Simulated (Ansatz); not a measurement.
# RPA/aug-cc-pVDZ run of BH3O3 (boric acid)

What is the energy change on altering one bond length of BH3O3 (boric acid) at RPA/aug-cc-pVDZ? 

Program for the calculation: Ansatz 0.2.0.

## Step 1: The system as given

BH3O3 has 7 atoms, charge 0, and is taken as a singlet. As SMILES, `OB(O)O`. The coordinates come from a PBE0-D4/def2-TZVP relaxation. This is a higher conformer, about 20 kJ/mol above the lowest found by a separate search.

Bond lengths: O1–B2 1.367 Å, B2–O3 1.360 Å, B2–O4 1.376 Å, O1–H5 0.957 Å, O3–H6 0.959 Å, O4–H7 0.957 Å. Angles: O1–B2–O3 116.5°, O1–B2–O4 125.2°, O3–B2–O4 118.3°, B2–O1–H5 115.3°, B2–O3–H6 111.6°, B2–O4–H7 115.8°.

## Step 2: The energy at RPA/aug-cc-pVDZ

input.yaml reads:

```yaml
crystal:
  periodic: [false, false, false]
  atoms:
    - {symbol: O, position_ang: [-1.109700, 0.802600, 0.321900]}
    - {symbol: B, position_ang: [-0.012200, -0.006800, 0.228700]}
    - {symbol: O, position_ang: [0.501200, -0.469300, 1.400100]}
    - {symbol: O, position_ang: [0.600700, -0.381300, -0.945400]}
    - {symbol: H, position_ang: [-1.457400, 1.118600, -0.511500]}
    - {symbol: H, position_ang: [1.266800, -1.028200, 1.254500]}
    - {symbol: H, position_ang: [0.210500, -0.035700, -1.748300]}
basis:
  gaussian: {orbitals: aug-cc-pVDZ}
magnetization: {spin_polarized: true}
hamiltonian: {xc: hf, pseudopotentials: {relativity: none}}
correlation: {method: rpa}
```

Command:

```console
$ ansatz run input.yaml --threads 1 --pin off --max-ram 2610MiB --events-out events.jsonl --progress --plain --runs-dir runs
```

Output:

```text
Warning: RAYON_NUM_THREADS=1 ignored (pool sized by the plan → 1); use --threads N
Functional definition: HF
  name "HF"
  exchange = exact_x
  correlation = 0
1136 factors; integrals over basis functions are off by at most 6.7e-4 eV
mean field evaluation 1: about -6831.4263 eV, gradient 3.7e1 eV
mean field evaluation 2: about -6831.4265 eV, gradient 3.7e1 eV
mean field evaluation 4: about -6836.2823 eV, gradient 2.0e0 eV
mean field evaluation 8: about -6836.3092 eV, gradient 1.2e-4 eV
mean field -6836.30923163 eV, -251.2297304458 hartree, gradient 1.1e-6 eV, S^2 0.000000; 0 other end points of the search recorded, 0 dependent functions left out
4 core orbitals not correlated: weight in the atoms' cores, before any rotation towards them, 1.000 or more for the frozen orbitals, at most 0.000 for the correlated occupied ones
reference -6836.30923163 eV, -251.2297304458 hartree; 12, 12 occupied and 103, 103 virtual orbitals, 1136 factors
Total energy: -6856.56954551 eV, -251.9742832476 hartree
```

Run time: 3.9 s. Hardware: 1 thread of Arm Neoverse V2, shared host; peak memory 0.25 GiB.

## Step 3: The distorted shape

input.yaml reads:

```yaml
crystal:
  periodic: [false, false, false]
  atoms:
    - {symbol: O, position_ang: [-0.719507, 0.457006, 1.124786]}
    - {symbol: B, position_ang: [0.377993, -0.352394, 1.031586]}
    - {symbol: O, position_ang: [0.891393, -0.814894, 2.202986]}
    - {symbol: O, position_ang: [0.990893, -0.726894, -0.142514]}
    - {symbol: H, position_ang: [-1.067207, 0.773006, 0.291386]}
    - {symbol: H, position_ang: [1.656993, -1.373794, 2.057386]}
    - {symbol: H, position_ang: [0.210500, -0.035700, -1.748300]}
basis:
  gaussian: {orbitals: aug-cc-pVDZ}
magnetization: {spin_polarized: true}
hamiltonian: {xc: hf, pseudopotentials: {relativity: none}}
correlation: {method: rpa}
```

Command:

```console
$ ansatz run input.yaml --threads 1 --pin off --max-ram 2610MiB --events-out events.jsonl --progress --plain --runs-dir runs
```

Output, cut to the lines that bear on the results:

```text
Warning: RAYON_NUM_THREADS=1 ignored (pool sized by the plan → 1); use --threads N
[... 2 set-up lines as earlier in the session ...]
[...]
1136 factors; integrals over basis functions are off by at most 7.5e-4 eV
[...]
mean field -6832.56461500 eV, -251.0921183226 hartree, gradient 8.6e-6 eV, S^2 0.891195; 8 other end points of the search recorded, 0 dependent functions left out
4 core orbitals not correlated: weight in the atoms' cores, before any rotation towards them, 1.000 or more for the frozen orbitals, at most 0.000 for the correlated occupied ones
reference -6832.56461500 eV, -251.0921183226 hartree; 12, 12 occupied and 103, 103 virtual orbitals, 1136 factors
Total energy: -6851.95348621 eV, -251.8046461974 hartree
```

Run time: 9.9 s. Hardware: 1 thread of Arm Neoverse V2, shared host; peak memory 0.25 GiB.

## Step 4: Results

At RPA/aug-cc-pVDZ, 4 core orbitals frozen:

| quantity | value |
| --- | --- |
| first shape: total energy | -251.97428 Eh |
| first shape: RPA correlation energy (valence) | -744.6 mEh |
| distorted shape: total energy | -251.80465 Eh |
| distorted shape: RPA correlation energy (valence) | -712.5 mEh |
| distorted shape: ⟨S²⟩ of the reference determinant | 0.891 |
| energy change with the O4–H7 bond stretched from 0.957 to 1.915 Å | 4.616 eV |

With the O4–H7 bond stretched from 0.957 to 1.915 Å the energy rises by 4.62 eV (445 kJ/mol). The first shape isn't relaxed at this level, so the change isn't measured from a minimum. ⟨S²⟩ (distorted shape) is 0.89 where a pure singlet has 0.00: the reference is spin-contaminated.
